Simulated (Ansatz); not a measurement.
NbCd₃, space group Pm-3m, a scan of one input key

Program: Ansatz's Python interface.

Notebook, run cell by cell (the value of a cell's last expression is shown):

**Cell 1**
```python
import warnings

import ansatz as az
import numpy as np
```

**Cell 2**
```python
warnings.simplefilter('ignore', az.DeckWarning)
```

**Cell 3**
```python
vectors = np.array([
    [4.215, 0.0, 0.0],
    [0.0, 4.215, 0.0],
    [0.0, 0.0, 4.215],
])
cell = (
    az.Lattice.of(vectors)
    .atom('Nb', (0.0, 0.0, 0.0))
    .atom('Cd', (0.0, 0.5, 0.5))
    .atom('Cd', (0.5, 0.0, 0.5))
    .atom('Cd', (0.5, 0.5, 0.0))
)
```

**Cell 4**
```python
cell.resolved().sites[-1]
```
Output:
```text
Site(symbol='Cd', position=(0.5, 0.5, 0.0), moment=None, axis=None, held=None, saved=None)
```

**Cell 5**
```python
calc = (
    cell.calculation()
    .functional(az.Functional.PBE)
    .pseudopotentials('nc')
    .kpoints(6, 6, 6, shift=0.5)
    .occupations(az.OccupationsMethod.COLD, width=0.2)
    .band_table()
)
typed = calc.input()
rows = []
for value in [2, 5, 10]:
    edited = typed.set(az.key.scf.mixing.ndim, value)
    report = az.Session.from_dict(edited).plan().execute().report
    rows.append((value, report['free_energy_ev'], report['n_iterations'], len(report['eigenvalues_ev'][0]) if 'eigenvalues_ev' in report else 0))
lines = [','.join(['history', 'F eV', 'iterations', 'bands listed'])] + [','.join(f'{v:.4f}' if isinstance(v, float) else str(v) for v in row) for row in rows]
print('\n'.join(lines))
with open('edit.csv', 'w') as handle:
    handle.write('\n'.join(lines) + '\n')
print(edited.to_yaml())
```
Output:
```text
history,F eV,iterations,bands listed
2,-16107.1628,12,42
5,-16107.1628,9,42
10,-16107.1628,8,42
crystal:
  lattice:
    - [4.215, 0.0, 0.0]
    - [0.0, 4.215, 0.0]
    - [0.0, 0.0, 4.215]
  atoms:
    - { symbol: Nb, position: [0.0, 0.0, 0.0] }
    - { symbol: Cd, position: [0.0, 0.5, 0.5] }
    - { symbol: Cd, position: [0.5, 0.0, 0.5] }
    - { symbol: Cd, position: [0.5, 0.5, 0.0] }
kpoints:
  mp_grid:
    grid: [6, 6, 6]
    shift: [0.5, 0.5, 0.5]
hamiltonian:
  xc: pbe
  pseudopotentials:
    kind: nc
scf:
  occupations:
    method: cold
    width: 0.2
  mixing:
    ndim: 10
output:
  eigenvalues: true
```

Caveats:
- These settings explore the input space; cutoff and mesh may be short of convergence.
- For a metal this k-point mesh is coarse: on a finer one energies can move by several to tens of meV an atom and pressures by half a GPa or more, differences at one mesh by less.
- The structure is a deposited one; some such entries were measured under pressure or heat, so a shift against it needn't be the functional's error alone.
- Wall time of the script: 8 s on 1 thread of Intel(R) Xeon(R) 6975P-C (Granite Rapids) (shared host), peak memory 0.47 GiB.
